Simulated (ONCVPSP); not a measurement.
**An ONCV potential for W, from input to tests**

Do these settings give a usable potential? It is generated, then checked for transferability, scattering, ghosts and hardness.

The numbers are computed with ONCVPSP 4.0.1.1 (patched build) (LDA (Perdew-Wang 92), scalar-relativistic, spin-unpolarised reference atom).

## Step 1: Starting point

The settings as typed:

* element: tungsten (W, Z = 74)
* type: optimised norm-conserving Vanderbilt (ONCV)
* frozen core: [Kr] 4d10 4f14 5s2
* valence charge: 12
* reference configuration: 5p6 5d4 6s2
* partial waves: 6s: rc 2.25 bohr, ncon 4, nbas 8, qcut 2.5 1/bohr, 3 projectors, debl 2.8 Ha; 5p: rc 1.40 bohr, ncon 3, nbas 6, qcut 5 1/bohr, 2 projectors, debl 3.4 Ha; 5d: rc 2.50 bohr, ncon 3, nbas 7, qcut 6.1 1/bohr, 2 projectors, debl 3.6 Ha
* local potential: polynomial inside 0.95 bohr (lpopt 5, dvloc0 3 Ha)
* core correction: Teter function, fcfact 4.25, rcfact 1.4

The outer shells as boxes (Hund's rule for the drawing; the calculation is spin-unpolarised):

```
[Kr] core
4d [↑↓][↑↓][↑↓][↑↓][↑↓]
4f [↑↓][↑↓][↑↓][↑↓][↑↓][↑↓][↑↓]
5s [↑↓]
5p [↑↓][↑↓][↑↓]
5d [↑ ][↑ ][↑ ][↑ ][  ]
6s [↑↓]
```

An earlier all-electron run gives the scale for the radii.

All-electron outer shells of the reference configuration (LDA (PZ), scalar-relativistic, ld1.x):

```json
{"shell": "5p", "level (eV)": "-43.38", "outermost node (bohr)": "0.57", "outermost maximum (bohr)": "1.09"}
{"shell": "4f", "level (eV)": "-33.46", "outermost node (bohr)": "–", "outermost maximum (bohr)": "0.43"}
{"shell": "6s", "level (eV)": "-5.91", "outermost node (bohr)": "1.28", "outermost maximum (bohr)": "2.64"}
{"shell": "5d", "level (eV)": "-4.68", "outermost node (bohr)": "0.63", "outermost maximum (bohr)": "1.50"}
{"shell": "6p", "level (eV)": "-1.47", "outermost node (bohr)": "1.54", "outermost maximum (bohr)": "3.75"}
```

## Step 2: Generating the potential

W.dat

```
# ATOM AND REFERENCE CONFIGURATION
# atsym  z   nc   nv     iexc    psfile
  W 74.00   11    3  -001012      upf
#
#   n    l    f
    1    0    2.00
    2    0    2.00
    2    1    6.00
    3    0    2.00
    3    1    6.00
    3    2   10.00
    4    0    2.00
    4    1    6.00
    4    2   10.00
    4    3   14.00
    5    0    2.00
    5    1    6.00
    5    2    4.00
    6    0    2.00
#
# PSEUDOPOTENTIAL AND OPTIMIZATION
# lmax
    2
#
#   l,   rc,      ep,       ncon, nbas, qcut
    0    2.25    0.00    4    8    2.50
    1    1.40    0.00    3    6    5.00
    2    2.50    0.00    3    7    6.10
#
# LOCAL POTENTIAL
# lloc, lpopt,  rc(5),   dvloc0
    4    5    0.95    3.00
#
# VANDERBILT-KLEINMAN-BYLANDER PROJECTORs
# l, nproj, debl
    0    3    2.80
    1    2    3.40
    2    2    3.60
#
# MODEL CORE CHARGE
# icmod, fcfact, rcfact
    3    4.25    1.40
#
# LOG DERIVATIVE ANALYSIS
# epsh1, epsh2, depsh
   -3.00    5.00    0.02
#
# OUTPUT GRID
# rlmax, drl
    6.00    0.01
#
# TEST CONFIGURATIONS
# ncnf
    4
# nvcnf
#   n    l    f
    3
    5    1    6.00
    5    2    4.00
    6    0    1.00
#
    3
    5    1    6.00
    5    2    4.00
    6    0    0.00
#
    3
    5    1    6.00
    5    2    3.00
    6    0    0.00
#
    3
    5    1    5.00
    5    2    4.00
    6    0    2.00
#
```

Run with:

```
$ oncvpsp.x < W.dat > W.out
```

**Question.** What will these runs give? Wanted: cutoffs for 1 and 0.1 mHa per electron, occupied waves; bound ghosts; GHOST(+) flags; largest test error; largest phase difference near zero energy, channels read; rms error of d²Exc/dn², without and with the model core.

**Answer**, as computed:

```
                                                quantity                                                                                                    value
  cutoffs for 1 and 0.1 mHa per electron, occupied waves                                                                                          48 Ha and 82 Ha
                                            bound ghosts                                                                                           s at -19.27 eV
                                          GHOST(+) flags  s at 161 eV, s at 481 eV, s at 946 eV, p at 247 eV and 1 more (1 near or above the test basis's cutoff)
                            largest test error (AE − PS)                                                             -251 meV, for 5p5 5d4 6s2 (3 tests unsolved)
largest phase difference near zero energy, channels read                                                                                                0.001 rad
 rms error of d²Exc/dn², without and with the model core                                                                                        5.80 and 1.06 mHa
```

What this shows: A bound ghost (s) makes it unfit for use: electrons can fall into a state that the atom doesn't have. The worst unpolarised test, 5p5 5d4 6s2, is off by 251 meV on 49.2 eV; by total energies transferability rates as poor. Of the tests 3 gave no usable energy difference, which is a warning in itself. By its cutoff, 48 Ha for the looser tolerance, it is hard. At the looser tolerance the 5p wave is the slowest; 5d needs 12 Ha. Near zero energy the phases of the channels with partial waves agree within 0.001 rad. The program also flags highly localised states, GHOST(+) (s, p, d). Note that the frozen 4f shell (-33 eV) lies higher than the valence 5p shell (-43 eV). These are tests on the free atom; a crystal test is still owed.
